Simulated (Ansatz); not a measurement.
# YAl2Pd5: the cost of one run

Program: Ansatz 0.2.0. Level of theory: DFT PBEsol, scalar-relativistic, plane waves, PAW. These are calculated values, not measurements.

## Step 1: Starting point

The structure is tetragonal, space group I4/mmm (No. 139). Conventional cell: a = 4.111 Å, b = 4.111 Å, c = 14.890 Å, α = 90.00°, β = 90.00°, γ = 90.00°. Around Y (site symmetry 4/mmm) lie 12 Pd at 2.91 to 2.98 Å. Al (site symmetry 4mm) is surrounded by 8 Pd at 2.55 to 2.61 Å and 4 Al at 2.91 Å. Pd (site symmetry 4/mmm) is surrounded by 4 Y at 2.91 Å and 8 Pd at 2.98 Å. Pd (site symmetry 2mm) has 4 Al at 2.55 to 2.61 Å and 6 Pd at 2.91 to 2.98 Å and 2 Y at 2.98 Å as nearest neighbours.

Coordinates:

```cif
data_structure
_symmetry_space_group_name_H-M 'P 1'
_symmetry_Int_Tables_number 1
_cell_length_a 7.9924
_cell_length_b 7.9924
_cell_length_c 7.9924
_cell_angle_alpha 150.195
_cell_angle_beta 150.195
_cell_angle_gamma 42.655
_cell_volume 125.82
loop_
_atom_site_label
_atom_site_type_symbol
_atom_site_fract_x
_atom_site_fract_y
_atom_site_fract_z
_atom_site_occupancy
Y1 Y 0.00000 0.00000 0.00000 1
Al1 Al 0.74669 0.74669 0.00000 1
Al2 Al 0.25331 0.25331 0.00000 1
Pd1 Pd 0.50000 0.50000 0.00000 1
Pd2 Pd 0.85518 0.35518 0.50000 1
Pd3 Pd 0.35518 0.85518 0.50000 1
Pd4 Pd 0.14482 0.64482 0.50000 1
Pd5 Pd 0.64482 0.14482 0.50000 1
```

The structure comes from the Materials Project (structure only).

(A quick probe on a coarse mesh, which set the mesh and smearing, is not shown.)

## Step 3: Relaxing cell and atoms

Input file input.yaml:

```yaml
crystal:
  lattice:
    - [-2.0554385, 2.0554385, 7.44508405]
    - [2.0554385, -2.0554385, 7.44508405]
    - [2.0554385, 2.0554385, -7.44508405]
  atoms:
    - { symbol: "Y", position: [0.0, 0.0, 0.0] }
    - { symbol: Al, position: [0.74668546, 0.74668546, 0.0] }
    - { symbol: Al, position: [0.25331454, 0.25331454, 0.0] }
    - { symbol: Pd, position: [0.5, 0.5, 0.0] }
    - { symbol: Pd, position: [0.85517617, 0.35517617, 0.5] }
    - { symbol: Pd, position: [0.35517617, 0.85517617, 0.5] }
    - { symbol: Pd, position: [0.14482383, 0.64482383, 0.5] }
    - { symbol: Pd, position: [0.64482383, 0.14482383, 0.5] }
basis:
  ecutwfc: 420
kpoints:
  mp_grid: { grid: [12, 12, 12] }
hamiltonian:
  xc: pbesol
scf:
  occupations: { method: gaussian, width: 0.1 }
output:
  forces: true
  stress: true
  eigenvalues: true
  write_density: true
  write_potential: true
  elf: true
  volumetric_format: npy
relax:
  adjacent_minimum: "off"
  f_tol: 0.005
  max_steps: 80
  cell: { stress_tol: 0.05 }
```

Command:

```console
> ansatz run input.yaml --threads 2 --pin off --max-ram 5120MiB --backend cpu --events-out ev --progress --plain --runs-dir out
```

Q: Estimate wall time and peak memory on 2 threads of Intel Xeon at 2.50GHz (Skylake/Cascade Lake), shared host.

About 9.4 min, with a peak of 1.2 GiB.
